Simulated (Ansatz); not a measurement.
# CH₅ClFGaSi: taking an electron away

An exercise on one series of results from a longer session: the logs are not shown, and one member is left open.

Program: Ansatz 0.2.0, Gaussian basis. Level of theory: unrestricted cation, the program's frozen cores in correlated methods. These are calculated values, not measurements.

Plan: UKS PBE-D4/def2-TZVPP; UKS r2SCAN-D4/def2-TZVPP; UKS PBE0-D4/def2-TZVPP; UKS B3LYP-D4/def2-TZVPP; UKS wB97X-V/def2-TZVPP; UKS wB97M-V/def2-TZVPP; UKS B2PLYP/def2-TZVPP; UHF-CCSD(T)/def2-TZVPP; UHF-MP2/def2-QZVPP; extrapolation to the limit; then −ε(HOMO) from the neutral's earlier runs with LDA (SPW92), PBE-D4, revPBE-D4, BLYP-D4, r2SCAN-D4, B97M-V, PBE0-D4, B3LYP-D4, r2SCANh-D4, r2SCAN0-D4, HSE06-D4, BHLYP-D4, CAM-B3LYP-D4, LC-ωPBE, ωB97X-V, ωB97M-V.

**Structure used throughout**

An earlier PBE0-D4 in a triple-zeta def2 set relaxation fixed the geometry.

SMILES `C[SiH2][Ga]([F])[Cl]`, 10 atoms, charge 0, spin multiplicity 1.

Atoms are counted from 1 here; the program's logs count them from 0.

Bond lengths: C1–Si2 1.870 Å, C1–H6 1.091 Å, C1–H7 1.092 Å, C1–H8 1.091 Å, Si2–Ga3 2.397 Å, Si2–H9 1.488 Å, Si2–H10 1.488 Å, Ga3–F4 1.757 Å, Ga3–Cl5 2.142 Å. Angles: Si2–C1–H6 110.9°, Si2–C1–H7 110.2°, Si2–C1–H8 110.9°, H6–C1–H7 108.4°, H6–C1–H8 108.0°, H7–C1–H8 108.4°, C1–Si2–Ga3 111.3°, C1–Si2–H9 111.9°, C1–Si2–H10 111.9°, Ga3–Si2–H9 106.6°, Ga3–Si2–H10 106.6°, H9–Si2–H10 108.2°, Si2–Ga3–F4 121.5°, Si2–Ga3–Cl5 127.4°, F4–Ga3–Cl5 111.1°.

Set-up of the first run:

Input file in.yaml:

```yaml
crystal:
  periodic: [false, false, false]
  atoms:
    - {symbol: C, position_ang: [-0.713265, 0.299520, 1.458402]}
    - {symbol: Si, position_ang: [0.331546, 0.762129, -0.021703]}
    - {symbol: Ga, position_ang: [0.475174, -1.046619, -1.588029]}
    - {symbol: F, position_ang: [-0.323509, -2.583491, -1.291265]}
    - {symbol: Cl, position_ang: [1.523140, -1.069162, -3.456022]}
    - {symbol: H, position_ang: [-0.288873, -0.560048, 1.980271]}
    - {symbol: H, position_ang: [-0.766701, 1.136047, 2.158895]}
    - {symbol: H, position_ang: [-1.728656, 0.041297, 1.152379]}
    - {symbol: H, position_ang: [-0.235986, 1.921455, -0.761144]}
    - {symbol: H, position_ang: [1.727121, 1.098894, 0.368206]}
basis:
  gaussian: {orbitals: def2-TZVPP}
total_charge: 1
magnetization: {spin_polarized: true, initial_magnetization: 1}
hamiltonian: {xc: pbe, dispersion: d4}
```

Started as:

```
$ ansatz run in.yaml --threads 2 --pin off --events-out ev --progress --plain --max-ram 32768MiB --backend cpu
```

Steps of the session up to this table: Cation, UKS PBE-D4/def2-TZVPP; Cation, UKS r2SCAN-D4/def2-TZVPP; Cation, UKS PBE0-D4/def2-TZVPP; Cation, UKS B3LYP-D4/def2-TZVPP; Cation, UKS wB97X-V/def2-TZVPP; Cation, UKS wB97M-V/def2-TZVPP; Cation, UKS B2PLYP (frozen core)/def2-TZVPP; Cation, UHF-CCSD(T)/def2-TZVPP; Cation, UHF-MP2/def2-QZVPP.

One table of the session follows, with a row left open; its other results are not shown here.

For comparison, −ε(HOMO) of the neutral from earlier runs:

| functional | −ε(HOMO) (eV) |
| --- | --- |
| LDA (SPW92) | 7.31 |
| PBE-D4 | 7.15 |
| revPBE-D4 | 7.09 |
| BLYP-D4 | 7.01 |
| r2SCAN-D4 | 7.46 |
| B97M-V | 7.53 |
| PBE0-D4 | 8.36 |
| B3LYP-D4 | 8.15 |
| r2SCANh-D4 | 7.90 |
| r2SCAN0-D4 | ? |
| HSE06-D4 | 7.96 |
| BHLYP-D4 | 9.43 |
| CAM-B3LYP-D4 | 9.64 |
| LC-ωPBE | 10.91 |
| ωB97X-V | 10.59 |
| ωB97M-V | 10.40 |

Estimate the missing values for r2SCAN0-D4.

Worked estimate for «−ε(HOMO) (eV)». Against the share of exact exchange, r2SCAN-D4 (0, 7.46), r2SCANh-D4 (0.1, 7.90) give a slope of 4.40 per unit share; at 0.25 the line stands at 8.56.

The run gave: −ε(HOMO) (eV): 8.55. In «−ε(HOMO) (eV)» the line misses by +0.01.

Caveats from the session: The cation may have settled in a state other than its lowest; no search over hole states beyond the program's own was made.
